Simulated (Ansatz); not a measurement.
# AsH₃OS (SMILES OS[AsH2]): single points off equilibrium

The task here is to estimate one member of a computed series from the others.

Method: single points in def2-TZVPP; program: Ansatz 0.2.0, Gaussian basis.

Cores are frozen in the correlated methods. Filled d shells of the heavier atoms are correlated.

## Starting geometry

SMILES `OS[AsH2]`, 6 atoms, charge 0, spin multiplicity 1.

Atoms are counted from 1 here; the program's logs count them from 0.

Bond lengths: O1–S2 1.646 Å, O1–H4 1.029 Å, S2–As3 1.825 Å, As3–H5 1.356 Å. Angles: S2–O1–H4 95.4°, O1–S2–As3 108.5°, S2–As3–H5 107.2°.

Coordinates:

| atom | x (Å) | y (Å) | z (Å) |
| --- | --- | --- | --- |
| O1 | -0.65730 | -1.07200 | -0.73750 |
| S2 | -1.07860 | 0.45890 | -0.30240 |
| As3 | 0.44390 | 1.39400 | 0.06790 |
| H4 | -1.11600 | -1.52990 | 0.06130 |
| H5 | 1.47100 | 0.73930 | -0.52880 |
| H6 | 0.94050 | 0.40640 | 1.55040 |

Set-up of the first run:

The input, run/in.yaml:

```yaml
crystal:
  periodic: [false, false, false]
  atoms:
    - {symbol: O, position_ang: [-0.657300, -1.072000, -0.737500]}
    - {symbol: S, position_ang: [-1.078600, 0.458900, -0.302400]}
    - {symbol: As, position_ang: [0.443900, 1.394000, 0.067900]}
    - {symbol: H, position_ang: [-1.116000, -1.529900, 0.061300]}
    - {symbol: H, position_ang: [1.471000, 0.739300, -0.528800]}
    - {symbol: H, position_ang: [0.940500, 0.406400, 1.550400]}
basis:
  gaussian: {orbitals: def2-TZVPP}
correlation: {method: ccsd_t}
output: {forces: true}
```

The command line of these runs was not kept.

Among the steps run: CCSD(T)/def2-TZVPP; PBE0-D4/def2-TZVPP; wB97M-V/def2-TZVPP; r2SCAN-D4/def2-TZVPP; PBE-D4/def2-TZVPP; HSE06-D4/def2-TZVPP; BHLYP-D4/def2-TZVPP.

One of the session's tables, all rows but one given; the rest of the session is left out.

```
   method  RMS force component (eV/Å)  angle to CCSD(T) forces (°)  dipole (D)
  CCSD(T)                       4.527                    reference        0.78
  PBE0-D4                           ?                            ?           ?
  wB97M-V                       4.444                          1.6        0.70
r2SCAN-D4                       4.287                          2.0        0.81
   PBE-D4                       4.310                          3.8        0.75
 HSE06-D4                       4.369                          2.4        0.77
 BHLYP-D4                       4.537                          4.2        0.70
```

Q: Estimate the row for PBE0-D4 from the others.

As computed: RMS force component (eV/Å): 4.371; angle to CCSD(T) forces (°): 2.4; dipole (D): 0.77. In the column «RMS force component (eV/Å)» it lies between HSE06-D4 (4.369) and wB97M-V (4.444).
